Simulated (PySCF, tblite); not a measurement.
**C₇H₇BO: geometry, infrared bands and NMR shifts**

Aim: predict the infrared bands and NMR shifts of C₇H₇BO (`C#C/C=C\OBC#CC`).

Computed with tblite 0.8.0 and PySCF 2.14.0, with density-fitted response routines of our own, on a single molecule in the gas phase. Atoms count from 0, in the outputs and in this text.

## Step 1: The molecule as given

16 atoms, charge 0, multiplicity 1; geometry from: force field or distance geometry start.

Bonds of the start (Å): C0–C1 1.21, C1–C2 1.43, C2–C3 1.33, C3–O4 1.38, O4–B5 1.51, B5–C6 1.55, C6–C7 1.21, C7–C8 1.47, C0–H9 1.05, C2–H10 1.08, C3–H11 1.09, B5–H12 1.19, C8–H13 1.11, C8–H14 1.10, C8–H15 1.12.

## Step 2: Geometry optimisation with GFN2-xTB

What the job is given:

```
{"job": {"kind": "relax", "xc": "GFN2-xTB", "basis": "xTB"}, "charge": 0, "multiplicity": 1}
C      4.294800     1.056100     0.269800
C      3.463000     0.217400    -0.003400
C      2.513300    -0.800800    -0.327300
C      1.287100    -0.493300    -0.747400
O      0.887900     0.828700    -0.851900
B     -0.518300     1.007700    -1.366500
C     -1.674600     0.745200    -0.369900
C     -2.580200     0.533700     0.408400
C     -3.671300     0.276400     1.352500
H      4.998600     1.797700     0.524800
H      2.820600    -1.828700    -0.235500
H      0.627100    -1.334900    -0.968500
H     -0.639100     0.691900    -2.505600
H     -3.409300     0.771500     2.306200
H     -3.748600    -0.801900     1.553300
H     -4.658600     0.609700     0.949800
```

Started as:

```sh
$ OMP_NUM_THREADS=1 python probes_run.py task.json out
```

The driver reads the jobs from task.json and runs them one after another.

**Question.** This job is followed by: GFN2-xTB harmonic vibrations, gas phase; GIAO PBE0/pcSseg-1 NMR shielding, non-relativistic, gas phase. What will the session give for the following? strongest single infrared mode (GFN2-xTB); zero-point energy (GFN2-xTB); ¹³C shifts against TMS (PBE0/pcSseg-1); ¹H shifts against TMS (PBE0/pcSseg-1, means over atoms taken as alike); ¹⁷O shifts against H2O (PBE0/pcSseg-1); ¹¹B shifts against BF3·OEt2 (PBE0/pcSseg-1); surface potential, 1st and 99th percentile.

The runs gave:

| quantity | value |
| --- | --- |
| strongest single infrared mode (GFN2-xTB) | 1298 cm⁻¹, 655 km/mol |
| zero-point energy (GFN2-xTB) | 71.3 kcal/mol |
| ¹³C shifts against TMS (PBE0/pcSseg-1) | 162.0, 121.4, 100.4, 94.9, 89.3, 81.8, 6.3 ppm |
| ¹H shifts against TMS (PBE0/pcSseg-1, means over atoms taken as alike) | 7.70, 5.15, 4.77, 3.00, 2.20 ppm |
| ¹⁷O shifts against H2O (PBE0/pcSseg-1) | 259.3 ppm |
| ¹¹B shifts against BF3·OEt2 (PBE0/pcSseg-1) | 32.8 ppm |
| surface potential, 1st and 99th percentile | -1.29 V and 1.19 V |

In words: Over 167 steps the energy fell by 1.259 eV; of the close pairs, O4–B5 changed most, 1.508 to 1.344 Å. The lowest mode is slightly imaginary (17i cm⁻¹), a soft motion within the noise of the Hessian, so the minimum is not strictly shown. The strongest single mode, at 1298 cm⁻¹, moves mainly B5 and O4. Unscaled tight-binding wavenumbers are off by several per cent, some by more. Its intensities can rank the bands wrongly. C3 (alkene carbon bearing oxygen) lies farthest downfield among carbon, at 162.0 ppm; an sp2 carbon further deshielded by the attached heteroatom. The most deshielded hydrogen is H11 (hydrogen on an alkene carbon bearing oxygen), at 7.70 ppm: attached to an sp2 carbon and in the plane of the double bond. At PBE0/pcSseg-1: The largest span, 452 ppm, is at O4, where the paramagnetic term is -315 ppm. By nearest atom (PBE0/pcSseg-1), the HOMO sits on C0 26 %; C2, C3 about 20 % each and the LUMO on B5 33 %; C7 17 %.
